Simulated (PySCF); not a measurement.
# [CuH3]-: doublet, from a PBE0 minimum start

Where does doublet [CuH3]- go from a PBE0 minimum start, is the end point a minimum, and what are its modes, charges and moments?

Computed with PySCF 2.14.0. Level: PBE0, basis Cu def2-TZVPD, H def2-TZVPD, no relativity, density fitting.

## Step 1: Where the work starts

4 atoms, charge -1, spin multiplicity 2.

Bond lengths: Cu1–H2 1.576 Å, Cu1–H3 1.580 Å, Cu1–H4 1.580 Å. Angles: H2–Cu1–H3 98.6°, H2–Cu1–H4 98.6°, H3–Cu1–H4 162.8°.

Coordinates in bohr (charge -1 multiplicity 2):
```
Cu   -0.0319    0.0000    0.0000
H     2.9461    0.0000   -0.0034
H    -0.4774    2.9529    0.0006
H    -0.4775   -2.9529    0.0006
```

## Step 2: First SCF at the start

The steps below are one call of a driver around PySCF. For each, scf.py gives the equivalent set-up of the SCF; relaxations use the driver's own optimiser. After this first run the driver tries any further starts and a stability analysis.

Input file scf.py:

```python
from pyscf import gto, scf, dft
mol = gto.M(atom='''
Cu    -0.016875     0.000000     0.000020
H      1.559008    -0.000017    -0.001807
H     -0.252638     1.562625     0.000293
H     -0.252672    -1.562619     0.000293''',
    basis={'Cu': 'def2-TZVPD', 'H': 'def2-TZVPD'},
    charge=-1, spin=1)
mf = dft.UKS(mol, xc='PBE0')
mf.grids.atom_grid = (50, 194)
aux = {'Cu': 'def2-universal-JKFIT', 'H': 'def2-universal-JKFIT'}
mf = mf.density_fit(auxbasis=aux)
mf.conv_tol = 1e-08
mf.diis_space = 10
mf.max_cycle = 60
mf.init_guess = 'minao'
mf.verbose = 4
mf.kernel()
```

Run with:

```bash
> OMP_NUM_THREADS=2 python axn.py task.json out
```

After this run come: Relaxing the doublet from the PBE0 minimum start; Frequencies.

Q: Predict the outcome of this session. Wanted: minimum; geometry; wavenumbers; dipole moment; highest occupied, lowest empty level; polar-tensor charge of Cu1; zero-point energy; ⟨S²⟩.

The runs gave:

| quantity | value |
| --- | --- |
| minimum | doublet, C2v |
| geometry | Cu–H 1.576 Å, Cu–H 1.580 Å (×2); H–Cu–H 98.6° (×2), H–Cu–H 162.8° |
| wavenumbers (cm⁻¹) | 369 (b2), 606 (a1), 636 (b1), 1477 (a1), 1496 (b2), 1616 (a1) |
| dipole moment (centre of mass) | 0.92 D |
| highest occupied, lowest empty level (either spin) | -0.25, 2.83 eV |
| polar-tensor charge of Cu1 | +0.11 e |
| zero-point energy | 37.1 kJ/mol |
| entropy at 298.15 K | 236.7 J/(mol K) |
| ⟨S²⟩ | 0.757 |

The PBE0 minimum start keeps its C2v symmetry and ends in a minimum. The strongest infrared band lies at 1496 cm⁻¹ (b2, stretch). Most of the spin sits on Cu1 (Mulliken spin 0.53, against 1 for the whole molecule). Only this shape and spin were tried, so other structures or states may lie lower. One determinant may miss the lowest occupation of an open d or f shell.
